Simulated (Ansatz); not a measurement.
# Hf (P6_3/mmc): equation of state

Aim: the bulk modulus of Hf (P6_3/mmc) from energies at several volumes around the relaxed one, with shape and atoms relaxed at each. The run doesn't test whether this is the element's stable form.

Computed with Ansatz 0.2.0 (DFT r²SCAN, scalar-relativistic, plane waves, PAW, unless a step's input says otherwise).

## (1) The system as given

The structure is hexagonal, space group P6_3/mmc (No. 194). The conventional cell has a = 3.198 Å, b = 3.198 Å, c = 5.051 Å, α = 90.00°, β = 90.00°, γ = 120.00°. Hf (site symmetry -6m2) is surrounded by 12 Hf at 3.13 to 3.20 Å.

Structure file:

```cif
data_structure
_symmetry_space_group_name_H-M 'P 1'
_symmetry_Int_Tables_number 1
_cell_length_a 3.1979
_cell_length_b 3.1979
_cell_length_c 5.0509
_cell_angle_alpha 90.000
_cell_angle_beta 90.000
_cell_angle_gamma 120.000
_cell_volume 44.73
loop_
_atom_site_label
_atom_site_type_symbol
_atom_site_fract_x
_atom_site_fract_y
_atom_site_fract_z
_atom_site_occupancy
Hf1 Hf 0.33333 0.66667 0.25000 1
Hf2 Hf 0.66667 0.33333 0.75000 1
```

An earlier run at r²SCAN left this cell at 22.366 Å³/atom and 0.00 GPa (16×16×10 mesh).

Volume factors to run: 0.980, 1.020, 0.960, 1.040.

## (2) At 0.980 of the relaxed volume

Contents of input.yaml:

```yaml
crystal:
  lattice:
    - [3.1764177189, 0.0, 0.0]
    - [-1.5882088595, 2.7508584376, 0.0]
    - [0.0, 0.0, 5.0170477739]
  atoms:
    - { symbol: Hf, position: [0.3333333333, 0.6666666667, 0.25] }
    - { symbol: Hf, position: [0.6666666667, 0.3333333333, 0.75] }
basis:
  ecutwfc: 500
  ecutrho_ratio: 4
kpoints:
  mp_grid: { grid: [16, 16, 10] }
hamiltonian:
  xc: r2scan
scf:
  occupations: { method: gaussian, width: 0.05 }
output:
  forces: true
  stress: true
  eigenvalues: true
relax:
  f_tol: 0.01
  max_steps: 40
  cell: { stress_tol: 0.1, fix: [volume] }
```

The run is started by

```console
> ansatz run input.yaml --threads 1 --pin off --max-ram 2560MiB --backend cpu --events-out ev --progress --plain --runs-dir out
```

The runs that follow: Scaling the volume by 1.020; Scaling the volume by 0.960; Scaling the volume by 1.040.

**Question.** What will these runs give? Wanted: V0; B0; B0′; scatter of the fit.

As calculated:

| quantity | value |
| --- | --- |
| V0 | 22.371 Å³/atom |
| B0 | 112 GPa |
| B0′ | 3.1 |
| scatter of the fit | 0.003 meV/atom |

In words: A third-order Birch–Murnaghan fit puts the minimum at 22.37 Å³/atom with a bulk modulus of 112 GPa. One per cent of compression takes about 1.1 GPa. These are values at 0 K without zero-point motion. Spin–orbit coupling is left out, though the cell holds Hf; in elements this heavy it can shift levels and gaps by tenths of an eV.
